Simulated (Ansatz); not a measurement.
# FeSi: the cell at several levels of theory

The task here is to estimate one member of a computed series from the others.

Program: Ansatz 0.2.0. PAW datasets, plane waves, zero pressure. No spin polarisation and no zero-point or thermal motion.

## The cell

It is cubic, P2_13 (No. 198); conventional cell a = 4.402 Å, 10.66 Å³ an atom. Near Fe stand 7 Si at 2.25–2.47 Å; near Si stand 7 Fe at 2.25–2.47 Å.

As a file:

```cif
data_structure
_symmetry_space_group_name_H-M 'P 1'
_symmetry_Int_Tables_number 1
_cell_length_a 4.4022
_cell_length_b 4.4022
_cell_length_c 4.4022
_cell_angle_alpha 90.000
_cell_angle_beta 90.000
_cell_angle_gamma 90.000
_cell_volume 85.31
loop_
_atom_site_label
_atom_site_type_symbol
_atom_site_fract_x
_atom_site_fract_y
_atom_site_fract_z
_atom_site_occupancy
Fe1 Fe 0.86309 0.63691 0.36309 1
Fe2 Fe 0.63691 0.36309 0.86309 1
Fe3 Fe 0.36309 0.86309 0.63691 1
Fe4 Fe 0.13691 0.13691 0.13691 1
Si1 Si 0.15870 0.34130 0.65870 1
Si2 Si 0.34130 0.65870 0.15870 1
Si3 Si 0.65870 0.15870 0.34130 1
Si4 Si 0.84130 0.84130 0.84130 1
```

Set-up of the first run:

File input.yaml:

```yaml
crystal:
  lattice:
    - [4.40220979, 0.0, 0.0]
    - [0.0, 4.40220979, 0.0]
    - [0.0, 0.0, 4.40220979]
  atoms:
    - { symbol: Fe, position: [0.86308769, 0.63691231, 0.36308769] }
    - { symbol: Fe, position: [0.63691231, 0.36308769, 0.86308769] }
    - { symbol: Fe, position: [0.36308769, 0.86308769, 0.63691231] }
    - { symbol: Fe, position: [0.13691231, 0.13691231, 0.13691231] }
    - { symbol: Si, position: [0.15869827, 0.34130173, 0.65869827] }
    - { symbol: Si, position: [0.34130173, 0.65869827, 0.15869827] }
    - { symbol: Si, position: [0.65869827, 0.15869827, 0.34130173] }
    - { symbol: Si, position: [0.84130173, 0.84130173, 0.84130173] }
kpoints:
  mp_grid: { grid: [6, 6, 6] }
hamiltonian:
  xc: pbe
scf:
  occupations: { method: fermi_dirac, width: 0.02 }
relax:
  f_tol: 0.005
  cell: {}
```

Launch:

```sh
ansatz run input.yaml --threads 4 --pin off --max-ram 7372MiB --backend cpu --events-out ev --progress --plain --runs-dir out
```

Steps of the session up to this table: PBE: cell and atoms; Relaxation with r2SCAN; Relaxation with PBEsol; LDA: cell and atoms.

One table of the session follows, with a row left open; its other results are not shown here.

```
 level  a (Å)  volume (Å³/atom)
   PBE  4.448            10.998
r2SCAN      ?                 ?
PBEsol  4.404            10.674
   LDA  4.369            10.424
```

Estimate the missing values for r2SCAN.

As computed: a (Å): 4.403; volume (Å³/atom): 10.670. In the column «a (Å)» it lies between LDA (4.369) and PBEsol (4.404).
